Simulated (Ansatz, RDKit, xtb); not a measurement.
# C2H6Cl2Si: ranking a sample of isomers

A sample of isomers of C2H6Cl2Si is drawn. Aim: find which of them has the lowest free energy at 298.15 K, then its properties. The sample is small against all isomers, and the most stable one of this formula need not be in it.

Plan: many cheap relaxations first (GFN2-xTB), then density-functional screening, relaxation at r2SCAN-D4/def2-SVP, vibrations (at GFN2-xTB) and a final energy. The numbers are computed, not measured.

### Step 1. Candidates

Isomers were taken from a list of plausible structures; this is a sample, not all of them. That gives 4 candidates.

| label | SMILES | spin |
| --- | --- | --- |
| c253 | C[Si](C)(Cl)Cl | singlet |
| c448 | C[SiH2]C(Cl)Cl | singlet |
| c672 | ClC[SiH2]CCl | singlet |
| c987 | C[Si@@H](Cl)CCl | singlet |

Candidates are built by distance geometry, with a force field where one applies, in up to four conformers (letters a to d).

**Question.** With final energies at CCSD(T)/def2-SVP + MP2/def2-TZVPP - MP2/def2-SVP, which structure will this search put lowest in free energy, and by what margin?

| quantity | value |
| --- | --- |
| lowest structure found | C[Si](C)(Cl)Cl, singlet |
| next finalist | C[Si@@H](Cl)CCl, singlet, 41.1 kcal/mol higher in G |
| share at equilibrium, among the finalists | 100.0 % |

The search ends on `C[Si](C)(Cl)Cl`. The margin of 41.1 kcal/mol over the next finalist is beyond the usual error of the last level; it says nothing of structures that weren't ranked. GFN2-xTB, HF/STO-3G, r2SCAN-D4/def2-SVP, r2SCAN-D4/def2-SVP, relaxed, HF/def2-SVP and MP2/def2-SVP already put its bonding pattern lowest among the structures in one piece. One minimum inside the window was never screened. Lowest found is not proven lowest: the search is finite, and each finalist counts with one conformer. Only 4 drawn patterns were tried, so whole families of isomers are missing, and the result ranks this sample alone. The lowest isomer need not be the one that is made and kept in a bottle, which depends on barriers.
